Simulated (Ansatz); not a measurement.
# ZrHO (sextet): from Hartree-Fock to the top rungs, def2-TZVPP

An exercise on one series of results from a longer session: the logs are not shown, and one member is left open.

Computed with Ansatz 0.2.0, Gaussian basis. Level: def2-TZVPP, core rule «outside noble gas», up to 5 orbitals frozen.

To be run: UHF; ROHF; CCSD(T) on UHF.

**What is computed**

The geometry is a PBE0/def2-TZVP stationary point (not a proven minimum). No spin-orbit coupling is included. Elements past krypton take def2 core potentials.

3 atoms, charge 0, spin multiplicity 6.

Atoms are counted from 1 here; the program's logs count them from 0.

Bond lengths: Zr1–O2 2.620 Å, O2–H3 0.978 Å. Angles: Zr1–O2–H3 103.1°.

Coordinates:

```xyz
3
HOZr
Zr    0.00000   -0.23655    1.83301
O     0.00000   -0.35251   -0.78472
H     0.00000    0.58906   -1.04828
```

Set-up of the first run:

in.yaml

```yaml
crystal:
  periodic: [false, false, false]
  atoms:
    - {symbol: Zr, position_ang: [0.000000, -0.236551, 1.833008]}
    - {symbol: O, position_ang: [0.000000, -0.352513, -0.784724]}
    - {symbol: H, position_ang: [0.000000, 0.589064, -1.048284]}
basis:
  gaussian: {orbitals: def2-TZVPP}
magnetization: {spin_polarized: true, initial_magnetization: 5}
hamiltonian: {xc: hf}
output: {orbitals: {seedname: orbitals}}
```

Started as:

```bash
> ansatz run in.yaml --threads 1 --pin off --events-out ev --progress --plain --max-ram 4096MiB --backend cpu
```

Among the steps run: UHF; ROHF; CCSD(T) on UHF.

One of the session's tables, all rows but one given; the rest of the session is left out.

```
  method  from UCCSD(T) (kcal/mol)
    ROHF                         ?
     UHF                   +163.46
    UMP2                    +18.01
   UCCSD                     +4.30
UCCSD(T)                         0
```

**Question.** Estimate the row for ROHF.

As computed: from UCCSD(T) (kcal/mol): +169.73. In the column «from UCCSD(T) (kcal/mol)» it is the highest.

With the free atoms at the same levels and basis (separate runs), the atomisation energy is 4.055 eV at UCCSD(T), 3.036 eV at ROHF.
